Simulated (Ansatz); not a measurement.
# C2H8B2: rigid torsion scan from a Python script

The task is a rigid torsion scan, for C2H8B2.

Computed with the Python package of Ansatz 0.2.0. Level of theory: r2SCAN+D4/def2-SVP.

## (1) Starting point

Bond lengths: B1–C2 1.529 Å, C2–B3 1.589 Å, C2–C4 1.556 Å, B1–H5 1.224 Å, B1–H6 1.235 Å, C2–H7 1.136 Å, B3–H8 1.174 Å, B3–H9 1.175 Å, C4–H10 1.072 Å, C4–H11 1.053 Å, C4–H12 1.146 Å. Angles (14 of 18 angles, heavy atoms first): B1–C2–B3 108.0°, B1–C2–C4 112.8°, B3–C2–C4 112.0°, B1–C2–H7 109.6°, B3–C2–H7 108.9°, C4–C2–H7 105.5°, C2–B1–H5 123.6°, C2–B1–H6 122.2°, C2–B3–H8 119.4°, C2–B3–H9 122.5°, C2–C4–H10 109.2°, C2–C4–H11 110.8°, C2–C4–H12 106.0°, H5–B1–H6 114.1°.

No structure file is read: the coordinates are typed or built in the script.

## (2) Script

File run_torsion.py:

```python
"""Rigid torsion scan of C2H8B2."""

import ansatz as az
from ase import Atoms


def main() -> None:
    atoms = Atoms(["B", "C", "B", "C", "H", "H", "H", "H", "H", "H", "H", "H"], positions=[
        [-1.0779, 1.0124, -0.2621],
        [0.21, 0.3037, 0.159],
        [-0.1131, -0.5821, 1.4377],
        [0.8376, -0.5371, -0.9896],
        [-1.5729, 0.9111, -1.3766],
        [-1.6547, 1.8197, 0.4736],
        [0.997, 1.0754, 0.4342],
        [-0.4198, -0.0556, 2.4414],
        [0.1286, -1.731, 1.4867],
        [0.9898, 0.0926, -1.8439],
        [1.6997, -1.0414, -0.655],
        [0.0527, -1.3229, -1.2714],
    ])

    # start the scan from a relaxed geometry
    first = az.Crystal.molecule_from_ase(atoms).calculation()
    first = first.basis(gaussian="def2-SVP")
    first = first.functional("r2scan", dispersion="d4")
    first = first.relax(force_tolerance=0.02, max_steps=80)
    atoms.positions = first.run().report["positions_ang"]

    start = atoms.get_dihedral(0, 1, 2, 7)
    energies = {}
    for turn in range(0, 360, 30):
        turned = atoms.copy()
        turned.set_dihedral(0, 1, 2, 7, start + turn, indices=[2, 7, 8])
        model = az.Crystal.molecule_from_ase(turned).calculation()
        model = model.basis(gaussian="def2-SVP").functional("r2scan", dispersion="d4")
        energies[round((start + turn) % 360)] = model.run().report["free_energy_ev"]
    floor = min(energies.values())
    print("dihedral B0-C1-B2-H7 (deg)   E - E(min) (kcal/mol)")
    for angle, e in sorted(energies.items()):
        print(f"{angle:8d} {23.060548 * (e - floor):14.3f}  " + "#" * int(30 * (e - floor) / max(max(energies.values()) - floor, 1e-9)))


if __name__ == "__main__":
    main()
```

## (3) The calls as engine input

The package turns the script's settings into the engine's input (first run):

```yaml
crystal:
  periodic: [false, false, false]
  atoms:
    - { symbol: B, position_ang: [-1.0779, 1.0124, -0.2621] }
    - { symbol: C, position_ang: [0.21, 0.3037, 0.159] }
    - { symbol: B, position_ang: [-0.1131, -0.5821, 1.4377] }
    - { symbol: C, position_ang: [0.8376, -0.5371, -0.9896] }
    - { symbol: H, position_ang: [-1.5729, 0.9111, -1.3766] }
    - { symbol: H, position_ang: [-1.6547, 1.8197, 0.4736] }
    - { symbol: H, position_ang: [0.997, 1.0754, 0.4342] }
    - { symbol: H, position_ang: [-0.4198, -0.0556, 2.4414] }
    - { symbol: H, position_ang: [0.1286, -1.731, 1.4867] }
    - { symbol: H, position_ang: [0.9898, 0.0926, -1.8439] }
    - { symbol: H, position_ang: [1.6997, -1.0414, -0.655] }
    - { symbol: H, position_ang: [0.0527, -1.3229, -1.2714] }
basis:
  gaussian:
    orbitals: def2-SVP
hamiltonian:
  xc: r2scan
  dispersion: d4
relax:
  f_tol: 0.02
  max_steps: 80
```

## (4) The run

Started as:

```console
python run_torsion.py
```

Standard output:

```text
dihedral B0-C1-B2-H7 (deg)   E - E(min) (kcal/mol)
       3          6.496  #####################
      33          9.181  #############################
      63          7.047  ######################
      93          2.279  #######
     123          0.007
     153          2.128  ######
     183          6.517  #####################
     213          9.197  ##############################
     243          7.039  ######################
     273          2.260  #######
     303          0.000
     333          2.121  ######
```

Run time: 96 s. Hardware: 1 thread of Arm Neoverse V1, shared host; peak memory 0.22 GiB.

## (5) How the relaxation of run 0 went

Relaxation path:

```
step  E - E(step 1) (eV)  largest force component (eV/Å)
   1              0.0000                          3.1902
   2             -0.1890                          1.7358
   3             -0.3423                          1.5476
   4             -0.4179                          0.2370
   5             -0.4188                          0.1567
   6             -0.4153                          0.3053
   7             -0.4229                          0.0211
   8             -0.4230                          0.0212
   9             -0.4231                          0.0086
```

Step 1 is the start. Step 6 was tried and not accepted.

Before: Bond lengths: B1–C2 1.529 Å, C2–B3 1.589 Å, C2–C4 1.556 Å, B1–H5 1.224 Å, B1–H6 1.235 Å, C2–H7 1.136 Å, B3–H8 1.174 Å, B3–H9 1.175 Å, C4–H10 1.072 Å, C4–H11 1.053 Å, C4–H12 1.146 Å. Angles (14 of 18 angles, heavy atoms first): B1–C2–B3 108.0°, B1–C2–C4 112.8°, B3–C2–C4 112.0°, B1–C2–H7 109.6°, B3–C2–H7 108.9°, C4–C2–H7 105.5°, C2–B1–H5 123.6°, C2–B1–H6 122.2°, C2–B3–H8 119.4°, C2–B3–H9 122.5°, C2–C4–H10 109.2°, C2–C4–H11 110.8°, C2–C4–H12 106.0°, H5–B1–H6 114.1°.

After: Bond lengths: B1–C2 1.556 Å, C2–B3 1.556 Å, C2–C4 1.529 Å, B1–H5 1.211 Å, B1–H6 1.209 Å, C2–H7 1.121 Å, B3–H8 1.209 Å, B3–H9 1.211 Å, C4–H10 1.101 Å, C4–H11 1.101 Å, C4–H12 1.101 Å. Angles (14 of 18 angles, heavy atoms first): B1–C2–B3 105.5°, B1–C2–C4 118.2°, B3–C2–C4 118.2°, B1–C2–H7 98.7°, B3–C2–H7 98.8°, C4–C2–H7 114.2°, C2–B1–H5 120.3°, C2–B1–H6 120.6°, C2–B3–H8 120.6°, C2–B3–H9 120.3°, C2–C4–H10 112.1°, C2–C4–H11 112.1°, C2–C4–H12 110.2°, H5–B1–H6 119.1°.

Run 0 is this relaxation; the runs after it count from 1.

## (6) The runs side by side

The 12 runs, in the order started:

```tsv
run	turn (°)	energy from run 1 (eV)	SCF cycles	CPU time (s)
1	0	0.0000	16	4.1
2	30	0.0920	17	4.1
3	60	0.2817	17	4.1
4	90	0.3981	17	4.1
5	120	0.3056	17	4.1
6	150	0.0988	17	4.1
7	180	0.0003	16	4.1
8	210	0.0923	17	4.1
9	240	0.2826	17	4.1
10	270	0.3988	17	4.1
11	300	0.3052	17	4.1
12	330	0.0980	17	4.1
```

## (7) Outcome

| quantity | value |
| --- | --- |
| runs compared | 12 |
| range of energy | 0.399 eV |
| lowest point, turn (°) | 0 |

**Reading.** The lowest point lies at a turn of 0°, the highest 0.399 eV (38.5 kJ/mol) above it at 270°. The grid can miss the true lowest and highest points, and the rest of the molecule is held rigid. Run 0: The relaxation took 7 moves; the largest shift is 0.193 Å, of atom 7 (H). The scan is rigid and the energies are electronic, in a modest basis. With rigid groups the curve can differ much from the relaxed path, the start wasn't checked as a minimum of this torsion, and equivalent turns needn't return to the same energy.
